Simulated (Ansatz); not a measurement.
HPbNO4:

```
H Pb N O
1.0
     3.85707    0.00178   -0.03658
     0.17353    4.33436   -0.01647
     0.75803    0.83873    5.87662
H Pb N O
1 1 1 4
Direct
  0.61511 0.89559 0.19844
  0.64597 0.44651 0.91685
  0.71474 0.23810 0.50058
  0.16958 0.47007 0.77768
  0.62919 0.97045 0.49845
  0.56424 0.92583 0.03849
  0.78022 0.42250 0.31951
```

The cell was built by a generator and needn't be a form met in nature.

```yaml
Program: Ansatz 0.2.0
Task: relaxation of cell and atoms
Functional: PBE
Dispersion: D4
Potentials_or_basis: all-electron PAW datasets made for the crystal
k_mesh: 4 × 4 × 3
Occupations: fermi-dirac, width 0.05 eV
Spin: no spin polarisation
```

At the start: volume 14.06 Å³/atom.

Question: How do energy, volume and symmetry change on relaxing?

Answer: Over 15 steps the energy falls by 6.7 meV/atom and the volume is 12.83 Å³/atom (-8.8 %); space group P1 (No. 1, to 0.05 Å).

Step by step:
| step | energy change (eV) | largest force (eV/Å) | volume (Å³) |
| --- | --- | --- | --- |
| 1 | 0.0000 | 0.1347 | 98.41 |
| 2 | -0.0192 | 0.1315 | 94.32 |
| 3 | -0.0220 | 0.2922 | 92.21 |
| 4 | -0.0356 | 0.2400 | 90.99 |
| 5 | -0.0402 | 0.2469 | 90.88 |
| 6 | -0.0432 | 0.1710 | 90.43 |
| 7 | -0.0447 | 0.0969 | 90.22 |
| 8 | -0.0455 | 0.0807 | 89.94 |
| 9 | -0.0460 | 0.0559 | 89.80 |
| 10 | -0.0462 | 0.0243 | 89.76 |
| 11 | -0.0464 | 0.0189 | 89.78 |
| 12 | -0.0465 | 0.0318 | 89.85 |
| 13 | -0.0466 | 0.0197 | 89.83 |
| 14 | -0.0466 | 0.0134 | 89.79 |
| 15 | -0.0466 | 0.0136 | 89.79 |

Final structure:
```
H Pb N O
1.0
     3.75108    0.14875    0.07235
     0.33404    4.21102    0.03882
     0.93368    0.91029    5.72702
H Pb N O
1 1 1 4
Cartesian
  2.6526 4.0490 1.3089
  3.3972 2.8335 5.3196
  3.3741 1.4683 2.9011
  1.5299 2.8855 4.3949
  3.1709 4.5790 2.9441
  2.2749 4.0592 0.3924
  3.5450 2.0949 1.8194
```
